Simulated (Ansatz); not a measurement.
**CH₇ClO₃Si₂: a ladder of functionals and wavefunction methods**

How much do the methods differ for CH₇ClO₃Si₂? The plan is to run it at one geometry with functionals of several rungs and with coupled cluster. The yardstick is the atomisation energy at the CCSD(T) limit.

Computed with Ansatz 0.2.0, Gaussian basis. Level: functionals in def2-TZVPP, the program's frozen cores in correlated methods.

The runs, in order: PBE-D4, r2SCAN-D4, PBE0-D4, B3LYP-D4, ωB97X-V, ωB97M-V, B2PLYP; CCSD(T)/def2-TZVPP; MP2/def2-QZVPP; extrapolation to the limit.

## (1) The geometry

An earlier PBE0-D4 in a triple-zeta def2 set relaxation fixed the geometry.

SMILES `CO[Si@@H](O)[Si@@H](O)Cl`, 14 atoms, charge 0, spin multiplicity 1.

Atoms are counted from 1 here; the program's logs count them from 0.

Bond lengths: C1–O2 1.412 Å, C1–H8 1.094 Å, C1–H9 1.091 Å, C1–H10 1.096 Å, O2–Si3 1.640 Å, Si3–O4 1.636 Å, Si3–Si5 2.345 Å, Si3–H11 1.494 Å, O4–H12 0.959 Å, Si5–O6 1.646 Å, Si5–Cl7 2.069 Å, Si5–H13 1.486 Å, O6–H14 0.959 Å. Angles: O2–C1–H8 111.2°, O2–C1–H9 108.1°, O2–C1–H10 111.4°, H8–C1–H9 108.9°, H8–C1–H10 108.6°, H9–C1–H10 108.6°, C1–O2–Si3 123.6°, O2–Si3–O4 109.0°, O2–Si3–Si5 111.6°, O2–Si3–H11 108.0°, O4–Si3–Si5 105.2°, O4–Si3–H11 112.2°, Si5–Si3–H11 111.0°, Si3–O4–H12 118.3°, Si3–Si5–O6 105.3°, Si3–Si5–Cl7 109.6°, Si3–Si5–H13 116.2°, O6–Si5–Cl7 110.1° and more.

## (2) PBE-D4 (GGA)

File in.yaml:

```yaml
crystal:
  periodic: [false, false, false]
  atoms:
    - {symbol: C, position_ang: [-0.328327, 2.163096, 0.394736]}
    - {symbol: O, position_ang: [0.409398, 1.118877, 0.993629]}
    - {symbol: Si, position_ang: [1.031788, -0.147330, 0.158378]}
    - {symbol: O, position_ang: [2.081989, -0.953707, 1.119435]}
    - {symbol: Si, position_ang: [-0.621893, -1.715548, -0.394039]}
    - {symbol: O, position_ang: [-1.898094, -0.827624, -0.933354]}
    - {symbol: Cl, position_ang: [0.072499, -2.953045, -1.900037]}
    - {symbol: H, position_ang: [-1.310108, 1.813129, 0.062033]}
    - {symbol: H, position_ang: [-0.467136, 2.949224, 1.138223]}
    - {symbol: H, position_ang: [0.202295, 2.586198, -0.466048]}
    - {symbol: H, position_ang: [1.690325, 0.389986, -1.070180]}
    - {symbol: H, position_ang: [2.862396, -0.490910, 1.429281]}
    - {symbol: H, position_ang: [-1.041588, -2.637765, 0.693147]}
    - {symbol: H, position_ang: [-2.683553, -1.294592, -1.225194]}
basis:
  gaussian: {orbitals: def2-TZVPP}
hamiltonian: {xc: pbe, dispersion: d4}
output: {forces: true, orbitals: {seedname: orbitals}}
```

Command:

```sh
$ ansatz run in.yaml --threads 2 --pin off --events-out ev --progress --plain --max-ram 32768MiB --backend cuda --devices 0, --max-vram 18GiB
```

The runs that follow: r2SCAN-D4 (meta-GGA); PBE0-D4 (hybrid); B3LYP-D4 (hybrid); ωB97X-V (range-separated); ωB97M-V (range-separated); B2PLYP (double hybrid); CCSD(T) in def2-TZVPP; MP2 in def2-QZVPP.

Before running them: what should the planned runs give, taken together? Wanted: atomisation energy, CCSD(T)/CBS; farthest; mean size of error, hybrid; mean size of error, range-separated; gap, smallest and largest; T1 diagnostic; triples share of the correlation energy.

The runs gave:

| quantity | value |
| --- | --- |
| atomisation energy, CCSD(T)/CBS | 1256.1 kcal/mol |
| functionals within 6.3 kcal/mol (0.5 %) | r2SCAN-D4, ωB97X-V, ωB97M-V |
| farthest | B2PLYP (-22.9 kcal/mol) |
| mean size of error, hybrid | 13.6 kcal/mol |
| mean size of error, range-separated | 1.2 kcal/mol |
| gap, smallest and largest | 4.92 eV (PBE-D4), 11.40 eV (ωB97X-V) |
| T1 diagnostic | 0.0116 |
| triples share of the correlation energy | 3.6 % |

In words: PBE-D4 misses by +8.4 kcal/mol. Double hybrids carry the basis error of their MP2 part in triple zeta, and no dispersion term here, so their miss is partly the set-up's. The reference freezes the cores and leaves out relativity and excitations past (T), so misses under about 6.3 kcal/mol can't be ranked. Hartree-Fock recovers 72 % of the binding; the rest is correlation. Orbital gaps span 4.9 to 11.4 eV; exact exchange widens them.
